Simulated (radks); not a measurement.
# Valence configurations of Mn²⁺

NIST gives [Ar] 3d5 as the ground configuration of Mn²⁺. Does this level of theory agree? Several fillings of the valence shells are run.

The numbers are computed with radks (a radial shooting solver on a logarithmic mesh, Libxc functionals) version 1 (non-relativistic Kohn-Sham, LDA (Slater exchange, Perdew-Wang correlation), spin-polarised, spherical densities, point nucleus; open shells are filled with parallel spins first), except any that are marked as measured or tabulated.

### 1 What is computed

| Property | Result |
| --- | --- |
| element | manganese (Z = 25) |
| charge | +2 |
| electrons | 23 |
| configuration | [Ar] 3d5 |
| others tried | 3d4 4p1; 3d3 4p2; 3d1 4s2 4p2; 3d1.5 4s1.5 4p2; 3d2.5 4s0.5 4p2; 3d4 4s1; 3d4.5 4s0.5; 3d4.5 4p0.5; 3d2 4p3 |

The outer shells:

Mn²⁺
```
[Ar] core
3d [↑ ][↑ ][↑ ][↑ ][↑ ]
```

### 2 [Ar] 3d5

Input:

```text
Z 25
configuration [Ar] 3d5
relativity non-relativistic
functional lda,pw
spin polarised
nucleus point
```

### 3 [Ar] 3d4 4p1

Input:

```text
Z 25
configuration [Ar] 3d4 4p1
relativity non-relativistic
functional lda,pw
spin polarised
nucleus point
```

### 4 [Ar] 3d3 4p2

Input:

```text
Z 25
configuration [Ar] 3d3 4p2
relativity non-relativistic
functional lda,pw
spin polarised
nucleus point
```

### 5 [Ar] 3d1 4s2 4p2

Input:

```text
Z 25
configuration [Ar] 3d1 4s2 4p2
relativity non-relativistic
functional lda,pw
spin polarised
nucleus point
```

### 6 [Ar] 3d1.5 4s1.5 4p2

Input:

```text
Z 25
configuration [Ar] 3d1.5 4s1.5 4p2
relativity non-relativistic
functional lda,pw
spin polarised
nucleus point
```

### 7 [Ar] 3d2.5 4s0.5 4p2

Input:

```text
Z 25
configuration [Ar] 3d2.5 4s0.5 4p2
relativity non-relativistic
functional lda,pw
spin polarised
nucleus point
```

### 8 [Ar] 3d4 4s1

Input:

```text
Z 25
configuration [Ar] 3d4 4s1
relativity non-relativistic
functional lda,pw
spin polarised
nucleus point
```

### 9 [Ar] 3d4.5 4s0.5

Input:

```text
Z 25
configuration [Ar] 3d4.5 4s0.5
relativity non-relativistic
functional lda,pw
spin polarised
nucleus point
```

### 10 [Ar] 3d4.5 4p0.5

Input:

```text
Z 25
configuration [Ar] 3d4.5 4p0.5
relativity non-relativistic
functional lda,pw
spin polarised
nucleus point
```

### 11 [Ar] 3d2 4p3

Input:

```text
Z 25
configuration [Ar] 3d2 4p3
relativity non-relativistic
functional lda,pw
spin polarised
nucleus point
```

**Question.** What will these runs give? Wanted: for each run, valence; E − E(NIST configuration); moment; highest level; its energy; 1s shift.

**Answer**, as computed:

```csv
valence,E − E(NIST configuration) (eV),moment (μB),highest level,its energy (eV),1s shift (eV)
3d5,0.000,5,3d up,-26.232,+0.00
3d4.5 4s0.5,3.547,5,4s up,-21.280,-3.73
3d4.5 4p0.5,6.452,5,4p up,-15.835,-4.32
3d4 4s1,7.969,5,4s up,-22.511,-7.71
3d4 4p1,13.996,5,4p up,-17.117,-8.87
3d3 4p2,32.937,5,4p up,-19.414,-18.68
3d2.5 4s0.5 4p2,41.119,5,4p up,-20.261,-23.40
3d2 4p3,57.618,5,4p up,-21.547,-29.38
3d1.5 4s1.5 4p2,62.893,4,4p up,-21.741,-33.77
3d1 4s2 4p2,76.358,3,4p up,-22.354,-39.36
```

**Reading.** Theory agrees with NIST among these: the next, 3d4.5 4s0.5, lies 3.547 eV higher. The energies are those of spherical high-spin densities, not of single terms. The 1s eigenvalue shifts by up to 39.36 eV as the valence charge is rearranged.
